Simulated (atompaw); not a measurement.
# A PAW (atompaw) potential for Mg, from input to tests

Task: generate the file, and judge it by its logarithmic derivatives, its ghosts and its cutoff.

The numbers are computed with atompaw 4.2.0.5 (PBEsol, scalar-relativistic, spin-unpolarised reference atom).

## (1) The atom and the settings

The settings as typed:

```json
{
 "element": "magnesium (Mg, Z = 12)",
 "type": "PAW",
 "frozen core": "[He] 2s2",
 "valence charge": "8",
 "reference configuration": "2p6 3s1.5 3p0.5",
 "partial waves": "3s (bound): rc 1.95 bohr; 3s channel at 1.35 Ry: rc 1.95 bohr; 2p (bound): rc 0.85 bohr; 3p (bound): rc 1.95 bohr",
 "local potential": "ultrasoft scheme with l = 2 at 0 Ry, radius 1.65 bohr",
 "core correction": "smooth core density matched at 1.00 bohr",
 "augmentation charge": "besselshape compensation charge, radius 1.45 bohr; PAW radius 1.95 bohr; waves and projectors: custom rrkj gramschmidtortho"
}
```

## (2) The generation run

Input file Mg.input:

```
Mg 12
GGA-PBESOL scalarrelativistic loggrid 1500 logderivrange -5 5 251
3 3 0 0 0 0
3 0 1.5
3 1 0.5
0 0 0
c
c
v
v
v
1
1.95 1.45 1.65 1.00
y
1.35
n
n
custom rrkj gramschmidtortho besselshape
2 0 ultrasoft
1.95
1.95
0.85
1.95
PWSCFOUT
UPFDX 0.0125d0 UPFXMIN -7.d0 UPFZMESH 12.d0
END
```

The run is started by

```sh
$ atompaw < Mg.input > Mg.log
```

Before running it: what results should come out? Wanted: cutoffs for 10 and 1 mRy, occupied levels; bound ghosts; largest phase difference near zero energy, channels read; lowest eigenvalue of the overlap; share of valence orbitals outside the PAW sphere; UPF file.

The runs gave:

```
                                                quantity                     value
               cutoffs for 10 and 1 mRy, occupied levels         110 Ry and 200 Ry
                                            bound ghosts                none found
largest phase difference near zero energy, channels read                 0.023 rad
         lowest eigenvalue of the overlap (Bessel basis)                 0.520 (s)
        share of valence orbitals outside the PAW sphere  3s 84 %, 2p 1 %, 3p 94 %
                                                UPF file                   written
```

What this shows: It counts as hard, with 110 Ry needed at the looser tolerance. The slowest occupied level is 2p: taken alone it needs 120 Ry to come within 1 mRy, against 8 Ry for 3s. It is free of bound ghosts as far as tested. Near zero energy the phases of the channels with partial waves agree within 0.023 rad.
